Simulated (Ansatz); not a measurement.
# CHBBrFO: small, medium and large basis sets

One table from this session's results is given with a row withheld; the runs are named, their logs left out.

Program: Ansatz 0.2.0, Gaussian basis. Level of theory: one geometry, several basis sets. These are calculated values, not measurements.

Levels to be run: PBE0-D4/def2-SVP; ωB97M-V/def2-SVP; PBE0-D4/def2-QZVPP; ωB97M-V/def2-QZVPP; the functionals' def2-TZVPP values are taken from earlier runs.

## The geometry

All runs share one geometry, relaxed beforehand with PBE0-D4 in a triple-zeta def2 set.

SMILES `FC1(Br)BO1`, 6 atoms, charge 0, spin multiplicity 1.

Atoms are counted from 1 here; the program's logs count them from 0.

Bond lengths: F1–C2 1.337 Å, C2–Br3 1.908 Å, C2–B4 1.504 Å, C2–O5 1.433 Å, B4–O5 1.346 Å, B4–H6 1.180 Å. Angles: F1–C2–Br3 110.1°, F1–C2–B4 123.6°, F1–C2–O5 112.5°, Br3–C2–B4 125.3°, Br3–C2–O5 114.6°, B4–C2–O5 54.5°, C2–B4–O5 60.1°, C2–B4–H6 161.8°, O5–B4–H6 138.1°, C2–O5–B4 65.4°.

As a file:

```mol
CHBBrFO
  3D, bonds by distance, orders not assigned

  6  6  0  0  0  0  0  0  0  0999 V2000
    1.6496   -0.2848    0.4824 F   0  0
    0.3532   -0.3731    0.1691 C   0  0
   -0.2749   -2.1508    0.4643 Br  0  0
   -0.4051    0.7087   -0.5496 B   0  0
   -0.4332    0.6490    0.7950 O   0  0
   -0.8474    1.3871   -1.4074 H   0  0
  1  2  8  0
  2  3  8  0
  2  4  8  0
  4  5  8  0
  4  6  8  0
  2  5  8  0
M  END
```

Set-up of the first run:

File in.yaml:

```yaml
crystal:
  periodic: [false, false, false]
  atoms:
    - {symbol: F, position_ang: [1.649648, -0.284792, 0.482448]}
    - {symbol: C, position_ang: [0.353154, -0.373067, 0.169070]}
    - {symbol: Br, position_ang: [-0.274949, -2.150803, 0.464286]}
    - {symbol: B, position_ang: [-0.405137, 0.708652, -0.549555]}
    - {symbol: O, position_ang: [-0.433220, 0.648981, 0.794967]}
    - {symbol: H, position_ang: [-0.847396, 1.387130, -1.407416]}
basis:
  gaussian: {orbitals: def2-SVP}
hamiltonian: {xc: pbe0, dispersion: d4}
output: {orbitals: {seedname: orbitals}}
```

On the command line:

```sh
ansatz run in.yaml --threads 2 --pin off --events-out ev --progress --plain --max-ram 4352MiB
```

Among the steps run: PBE0-D4 in def2-SVP; ωB97M-V in def2-SVP; PBE0-D4 in def2-QZVPP; ωB97M-V in def2-QZVPP.

One of the session's tables, all rows but one given; the rest of the session is left out.

It belongs to the step «Functionals by basis». 

| functional | basis | HOMO (eV) |
| --- | --- | --- |
| PBE0-D4 | def2-SVP | -8.07 |
| PBE0-D4 | def2-TZVPP | ? |
| PBE0-D4 | def2-QZVPP | -8.19 |
| ωB97M-V | def2-SVP | -10.28 |
| ωB97M-V | def2-TZVPP | -10.40 |
| ωB97M-V | def2-QZVPP | -10.42 |

Q: Estimate the row for PBE0-D4, def2-TZVPP from the others.

As computed: HOMO (eV): -8.17. In the column «HOMO (eV)» it lies between PBE0-D4, def2-QZVPP (-8.19) and PBE0-D4, def2-SVP (-8.07).
